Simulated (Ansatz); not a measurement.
# Cl3GeH3Si: a ladder of functionals and wavefunction methods

How much do the methods differ for Cl3GeH3Si? The plan is to run it at one geometry with functionals of several rungs and with coupled cluster. The yardstick is the atomisation energy at the CCSD(T) limit.

The runs use Ansatz 0.2.0, Gaussian basis; functionals in def2-TZVPP, the program's frozen cores in correlated methods.

Levels to be run: LDA (SPW92), PBE-D4, revPBE-D4, BLYP-D4, r2SCAN-D4, B97M-V, PBE0-D4, B3LYP-D4, r2SCANh-D4, r2SCAN0-D4, HSE06-D4, BHLYP-D4, CAM-B3LYP-D4, LC-ωPBE, ωB97X-V, ωB97M-V, B2PLYP, PBE-QIDH; CCSD(T)/def2-SVP; CCSD(T)/def2-TZVPP; MP2/def2-QZVPP; extrapolation to the limit; RPA on PBE.

### 1 The geometry

The geometry comes from an earlier relaxation with PBE0-D4 in a triple-zeta def2 set; it is a stationary point, not always the lowest conformer.

8 atoms, charge 0, spin multiplicity 1.

Atoms are counted from 1 here; the program's logs count them from 0.

Bond lengths: Cl1–Si2 2.043 Å, Si2–Cl3 2.043 Å, Si2–Cl4 2.043 Å, Si2–Ge5 2.371 Å, Ge5–H6 1.534 Å, Ge5–H7 1.534 Å, Ge5–H8 1.534 Å. Angles: Cl1–Si2–Cl3 108.2°, Cl1–Si2–Cl4 108.2°, Cl1–Si2–Ge5 110.8°, Cl3–Si2–Cl4 108.2°, Cl3–Si2–Ge5 110.7°, Cl4–Si2–Ge5 110.8°, Si2–Ge5–H6 108.8°, Si2–Ge5–H7 108.7°, Si2–Ge5–H8 108.8°, H6–Ge5–H7 110.2°, H6–Ge5–H8 110.2°, H7–Ge5–H8 110.2°.

### 2 LDA

This LDA is Slater exchange with PW92 correlation.

File in.yaml:

```yaml
crystal:
  periodic: [false, false, false]
  atoms:
    - {symbol: Cl, position_ang: [-1.199353, -2.142695, 0.966586]}
    - {symbol: Si, position_ang: [0.265250, -1.076220, 0.022528]}
    - {symbol: Cl, position_ang: [2.018977, -1.375811, 1.026765]}
    - {symbol: Cl, position_ang: [0.478315, -1.822044, -1.867469]}
    - {symbol: Ge, position_ang: [-0.282471, 1.230172, -0.041093]}
    - {symbol: H, position_ang: [-0.430263, 1.741718, 1.397268]}
    - {symbol: H, position_ang: [0.844293, 1.984634, -0.757760]}
    - {symbol: H, position_ang: [-1.602648, 1.403048, -0.802427]}
basis:
  gaussian: {orbitals: def2-TZVPP}
hamiltonian: {xc: lda}
output: {orbitals: {seedname: orbitals}}
```

After this run come: PBE-D4 (GGA); revPBE-D4 (GGA); BLYP-D4 (GGA); r2SCAN-D4 (meta-GGA); B97M-V (meta-GGA); PBE0-D4 (hybrid); B3LYP-D4 (hybrid); r2SCANh-D4 (hybrid); r2SCAN0-D4 (hybrid); HSE06-D4 (hybrid); BHLYP-D4 (hybrid); CAM-B3LYP-D4 (range-separated); LC-ωPBE-D4 (range-separated); ωB97X-V (range-separated); ωB97M-V (range-separated); B2PLYP (double hybrid); PBE-QIDH (double hybrid); CCSD(T) in def2-SVP; CCSD(T) in def2-TZVPP; MP2 in def2-QZVPP; RPA on PBE orbitals.

Q: Predict the results of all the runs planned. Wanted: atomisation energy, CCSD(T)/CBS; farthest beyond LDA; mean size of error, GGA; mean size of error, meta-GGA; mean size of error, hybrid; mean size of error, range-separated; mean size of error, double hybrid; gap, smallest and largest; T1 diagnostic.

The runs gave:

```
                               quantity                                                                                     value
        atomisation energy, CCSD(T)/CBS                                                                             2349.7 kJ/mol
 functionals within 23.5 kJ/mol (1.0 %)  PBE-D4, r2SCAN-D4, PBE0-D4, r2SCANh-D4, r2SCAN0-D4, HSE06-D4, ωB97X-V, ωB97M-V, PBE-QIDH
                    farthest beyond LDA                                                                   BHLYP-D4 (-81.9 kJ/mol)
                mean size of error, GGA                                                                               45.3 kJ/mol
           mean size of error, meta-GGA                                                                               27.0 kJ/mol
             mean size of error, hybrid                                                                               32.0 kJ/mol
    mean size of error, range-separated                                                                               29.3 kJ/mol
      mean size of error, double hybrid                                                                               44.0 kJ/mol
              gap, smallest and largest                                                 5.87 eV (LDA (SPW92)), 12.94 eV (LC-ωPBE)
                          T1 diagnostic                                                                                    0.0106
triples share of the correlation energy                                                                                     4.1 %
```

**Reading.** The LDA atomisation energy is off by 305.4 kJ/mol (13 %): it overbinds. PBE-D4 misses by -3.8 kJ/mol. Double hybrids carry the basis error of their MP2 part in triple zeta, and no dispersion term here, so their miss is partly the set-up's. By mean error the best rung here is meta-GGA (27.0 kJ/mol) and the worst beyond LDA is GGA (45.3 kJ/mol). The gap between the best rungs is small, so their order is not settled. The reference freezes the cores and leaves out relativity and excitations past (T), and its outer-core shells are covered unevenly, so misses under about 23.5 kJ/mol can't be ranked. Hartree-Fock recovers 73 % of the binding; the rest is correlation. CCSD(T) in def2-SVP is off by -223.5 kJ/mol, worse than the median functional, from the basis alone. Orbital gaps span 5.9 to 12.9 eV; exact exchange widens them. Correlated methods include outer-core shells of Ge, which these sets cover unevenly.
